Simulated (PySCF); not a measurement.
# BF2H3Si: the cost of one run

The runs use PySCF 2.14.0, with density-fitted response routines of our own; the level of theory stands in each step. All values are computed, except where a source is named. Atoms are numbered from 0 throughout.

## Step 1: Starting geometry

7 atoms, charge 0, multiplicity 1; geometry from: GFN2-xTB. The atoms were then displaced at random by about 0.01 Å, so the start is not that level's minimum.

Bonds of the start (Å): F0–B1 1.35, B1–F2 1.31, B1–Si3 1.95, Si3–H4 1.48, Si3–H5 1.48, Si3–H6 1.48.

## Step 2: Geometry optimisation at PBE0-D3(BJ)/def2-SVP

Job settings and geometry (Å):

```
{"job": {"xc": "PBE0", "basis": "def2-SVP", "d3": "d3bj", "grid": 1, "shake": 0.01, "kind": "geom"}, "charge": 0, "multiplicity": 1}
F      1.813320    -1.269870     0.131780
B      1.146860    -0.100260    -0.002030
F      1.969520     0.916860    -0.128170
Si    -0.790310     0.079330    -0.011820
H     -1.418690    -0.431180     1.226350
H     -1.264170     1.471450    -0.167700
H     -1.422580    -0.695420    -1.098330
```

Command:

```
> OMP_NUM_THREADS=1 python probes_run.py task.json out
```

This one command runs all jobs of the session in turn.

**Question.** How long does this first job take on 1 thread of Arm Neoverse V2, shared host, and how much memory does it need?

About 10 s, with a peak of 0.31 GiB.
